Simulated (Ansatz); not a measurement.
# Hf2Bi3Au, relaxed

Aim: in Hf2Bi3Au, a structure type of another compound, with these elements put in, relax the atoms in a fixed cell, then read levels, charges and fields where it ends.

Computed, not measured: Ansatz 0.2.0, DFT, r2SCAN, no spin polarisation, plane waves, PAW.

## (1) The cell

Symmetry: P-4m2, No. 115, tetragonal system. Conventional cell: a = 4.049 Å, b = 4.049 Å, c = 8.875 Å, α = 90.00°, β = 90.00°, γ = 90.00°. Around Bi (site symmetry -4m2) lie 4 Au at 2.86 Å and 4 Hf at 3.11 Å. Au (site symmetry -4m2) has 4 Bi at 2.86 Å and 4 Hf at 3.11 Å as nearest neighbours. Hf (site symmetry 2mm) has 7 Bi at 3.04 to 3.12 Å and 2 Au at 3.11 Å as nearest neighbours. Bi (site symmetry 2mm) is surrounded by 5 Hf at 3.04 to 3.12 Å.

The coordinates stand in the input below.

The first density is read from a saved solution for the starting cell.

## (2) The walk to rest

File input.yaml:

```yaml
crystal:
  lattice:
    - [4.049281, 0.0, 0.0]
    - [0.0, 4.049281, 0.0]
    - [0.0, 0.0, 8.87453]
  atoms:
    - { symbol: Bi, position: [0.5, 0.5, 0.0] }
    - { symbol: Au, position: [0.0, 0.0, 0.0] }
    - { symbol: Hf, position: [0.0, 0.5, 0.734] }
    - { symbol: Hf, position: [0.5, 0.0, 0.266] }
    - { symbol: Bi, position: [0.0, 0.5, 0.382] }
    - { symbol: Bi, position: [0.5, 0.0, 0.618] }
  symmetry: { tolerance: 0.0003 }
kpoints:
  mp_grid: { grid: [6, 6, 4], shift: [0, 0, 0] }
magnetization:
  spin_polarized: false
scf:
  occupations: { method: methfessel_paxton, width: 0.0161 }
  lower_state_search: "off"
hamiltonian:
  pseudopotentials: { kind: paw }
  xc: r2scan
basis:
  ecutwfc: 500
  fft_grid_basis: typed
relax:
  max_steps: 60
  f_tol: 0.03
output:
  forces: true
  stress: true
  eigenvalues: true
  bader: true
  populations: true
  elf: true
  write_potential: true
  volumetric_format: npy
  dos:
    e_range: [-12, 8]
    de: 0.05
    projected: { site_lists: { Au: [Au], Bi: [Bi], Hf: [Hf] } }
  write_density: true
checkpoint:
  read: saved_state
```

On the command line:

```
> ansatz run input.yaml --threads 2 --pin off --max-ram 2560MiB --backend cpu --events-out ev --progress --plain --runs-dir out
```

Before running it: what results should come out? Wanted: moves; energy gained; largest move; pressure left in the fixed cell; character; Bader charges.

As calculated:

| quantity | value |
| --- | --- |
| moves | 1 |
| energy gained | 2.4 meV/atom |
| largest move | 0.03 Å (Bi) |
| space group (0.01 Å), before / after | P-4m2 / P-4m2 |
| pressure left in the fixed cell | 1.0 GPa |
| character | metal |
| density of states, mean within 0.25 eV of the Fermi level | 3.2 per eV per cell |
| Bader charges | Bi -0.89 to -0.23, Au -0.96, Hf +1.48 e |

**Reading.** In the fixed cell the largest move of an atom is 0.03 Å; the energy fell by 2.4 meV per atom. With 8 symmetry operations imposed, the end may be a saddle point towards distortions that break them. It is a metal; within 0.25 eV of the Fermi level the density of states averages 3.2 per eV per cell, mostly Hf d (60 %) and Bi p (23 %). By Bader's partition Hf gives up most (+1.48 e) and Au takes most (-0.96 e).

Limits of this run: the SCF threshold is loose for a stress.
